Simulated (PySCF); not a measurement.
# OsF₃⁺: relaxation and vibrations of the triplet

The task is one start of a wider search on OsF₃⁺: the triplet, from a PBE minimum start. It is relaxed, tested by its Hessian and followed downhill if it is a saddle.

Program: PySCF 2.14.0. Level of theory: PBE, basis Os def2-SVP with ECP60, F def2-SVP, scalar-relativistic core potentials, no spin–orbit coupling, density fitting. These are calculated values, not measurements.

## 1. Starting geometry

4 atoms, charge 1, spin multiplicity 3.

Bond lengths: Os1–F2 1.788 Å, Os1–F3 1.788 Å, Os1–F4 1.788 Å. Angles: F2–Os1–F3 120.0°, F2–Os1–F4 120.0°, F3–Os1–F4 120.0°.

Z-matrix (Å, degrees; charge 1 multiplicity 3):
```
Os
F  1 1.7880
F  1 1.7880 2 120.00
F  1 1.7880 2 120.00 3 180.00
```

## 2. Finding the electronic state

One driver script runs all steps and calls PySCF; scf.py shows how it sets up the SCF of each step. The optimiser is the driver's own. After this first run the driver tries any further starts and a stability analysis.

Input file scf.py:

```python
from pyscf import gto, scf, dft
mol = gto.M(atom='''
Os     0.000000    -0.000000    -0.000000
F      1.787990    -0.000020     0.000000
F     -0.893977     1.548455    -0.000000
F     -0.894012    -1.548434     0.000000''',
    basis={'Os': 'def2-SVP', 'F': 'def2-SVP'},
    ecp={'Os': 'def2-SVP'},
    charge=1, spin=2)
mf = dft.UKS(mol, xc='PBE')
mf.grids.atom_grid = (50, 194)
aux = {'Os': 'def2-universal-JKFIT', 'F': 'def2-universal-JKFIT'}
mf = mf.density_fit(auxbasis=aux)
mf.conv_tol = 1e-08
mf.diis_space = 10
mf.max_cycle = 60
mf.init_guess = 'minao'
mf.verbose = 4
mf.kernel()
```

Started as:

```sh
OMP_NUM_THREADS=2 python axn.py task.json out
```

Further steps of the session: Relaxing the triplet from the PBE minimum start; Is it a minimum? Harmonic modes.

What does the calculation give? Wanted: minimum; geometry; wavenumbers; dipole moment; highest occupied, lowest empty level; polar-tensor charge of Os1; zero-point energy; ⟨S²⟩.

**Answer**, as computed:

| quantity | value |
| --- | --- |
| minimum | triplet, D3h |
| geometry | Os–F 1.788 Å (×3); F–Os–F 120.0° (×3) |
| wavenumbers (cm⁻¹) | 151 (a2''), 174 (e'), 761 (a1'), 773 (e') |
| dipole moment (centre of mass) | 0.00 D |
| highest occupied, lowest empty level (either spin) | -13.63, -12.91 eV |
| polar-tensor charge of Os1 | +1.87 e |
| zero-point energy | 16.8 kJ/mol |
| entropy at 298.15 K | 313.6 J/(mol K) |
| ⟨S²⟩ | 2.005 |

**Reading.** The molecule stays D3h, as typed, and the end point is a minimum. In the infrared the band at 773 cm⁻¹ (e', stretch) leads. Most of the spin sits on Os1 (Mulliken spin 1.70, against 2 for the whole molecule). Only this shape and spin were tried, so other structures or states may lie lower. One determinant may miss the lowest occupation of an open d or f shell. With an element this heavy the missing spin–orbit coupling can shift these numbers.
